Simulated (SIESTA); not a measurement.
## GaSb3 under changes of volume

One of the cells (25.960 Å³/atom); the others are scaled copies at fixed shape and fractional positions:

```
Sb Ga
1.0
     0.00000    3.73060    3.73060
     3.73060    0.00000    3.73060
     3.73060    3.73060    0.00000
Sb Ga
3 1
Direct
  0.50000 0.50000 0.50000
  0.75000 0.75000 0.75000
  0.25000 0.25000 0.25000
  0.00000 0.00000 0.00000
```

The cell comes from a database or a generator and needn't be the stable form of this composition.

| Property | Result |
| --- | --- |
| Program | SIESTA 5.4.2 |
| Functional | LDA |
| Potentials or basis | PseudoDojo 0.4 standard (LDA files) |
| Basis | DZP (energy shift 0.003 Ry; two zetas on semicore shells) |
| Grid cutoff | 800 Ry |
| Energy shift | 0.003 Ry |
| k mesh | 6 × 6 × 6 |
| Occupations | fermi-dirac, width 0.05 eV |
| Spin | no spin polarisation |

```csv
volume (Å³/atom),energy over the lowest point (meV/atom),pressure (GPa)
24.402,0.00,0.2
24.922,1.57,-1.0
25.441,6.79,-2.1
25.960,15.37,-3.2
26.479,27.11,-4.1
26.998,41.85,-5.0
27.518,?,?
```

Question: What does the run at 27.518 Å³/atom give?

Answer: Energy over the lowest point 59.29 meV/atom; pressure -5.8 GPa.

Worked out: A Birch-Murnaghan fit of order 3 (a polynomial in V^(-2/3)) to the other rows has its minimum at 24.44 Å³/atom with B0 = V·E''(V) = 56 GPa (rough, since the energies scatter). It gives 59.38 meV/atom at 27.518 Å³/atom, against the run's 59.29, and -dE/dV = -5.8 GPa, against -5.8.

Energies are extrapolated to zero smearing.

Caveats: the basis of atomic orbitals isn't converged, which shifts pressures, moduli and gaps.
